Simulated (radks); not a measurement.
# Ionisation energy and size from Mg to Ar

The task here is to estimate one member of a computed series from the others.

Method: scalar-relativistic Kohn-Sham, BLYP, spin-polarised, spherical densities, finite nucleus; open shells are filled with parallel spins first. Code: radks (a radial shooting solver on a logarithmic mesh, Libxc functionals) version 1.

### What is computed

| Property | Result |
| --- | --- |
| species | Mg, Al, Si, P, S, Cl, Ar |
| runs | 14, each species and its next ion |

Set-up of the first run:

Input:

```text
Z 12
configuration [Ne] 3s2
relativity scalar-relativistic
functional b88,lyp
spin polarised
nucleus finite rms 3.057 fm
c 137.035999084
```

Command:

```
$ python run_ks.py task.json out
```

The same process makes all the runs of this session.

Steps of the session up to this table: Mg, [Ne] 3s2; Mg⁺, [Ne] 3s1; Al, [Ne] 3s2 3p1; Al⁺, [Ne] 3s2; Si, [Ne] 3s2 3p2; Si⁺, [Ne] 3s2 3p1; P, [Ne] 3s2 3p3; P⁺, [Ne] 3s2 3p2; S, [Ne] 3s2 3p4; S⁺, [Ne] 3s2 3p3; Cl, [Ne] 3s2 3p5; Cl⁺, [Ne] 3s2 3p4; Ar, [Ar]; Ar⁺, [Ne] 3s2 3p5.

One table of the session follows, with a row left open; its other results are not shown here.

| species | Δ-SCF (eV) | −ε(HOMO) (eV) | its <r> (bohr) |
| --- | --- | --- | --- |
| Mg | 7.640 | 4.572 | 3.14 |
| Al | 5.764 | 2.767 | 3.43 |
| Si | 8.000 | 4.331 | 2.75 |
| P | 10.227 | 5.957 | 2.33 |
| S | 10.287 | 5.934 | 2.14 |
| Cl | 12.948 | 8.003 | 1.87 |
| Ar | ? | ? | ? |

Q: Estimate the row for Ar from the others.

The run gave: Δ-SCF (eV): 15.661; −ε(HOMO) (eV): 10.142; its <r> (bohr): 1.67. In the column «Δ-SCF (eV)» it is the highest.

Open shells are spherical and high-spin; term and fine-structure splittings are not resolved.
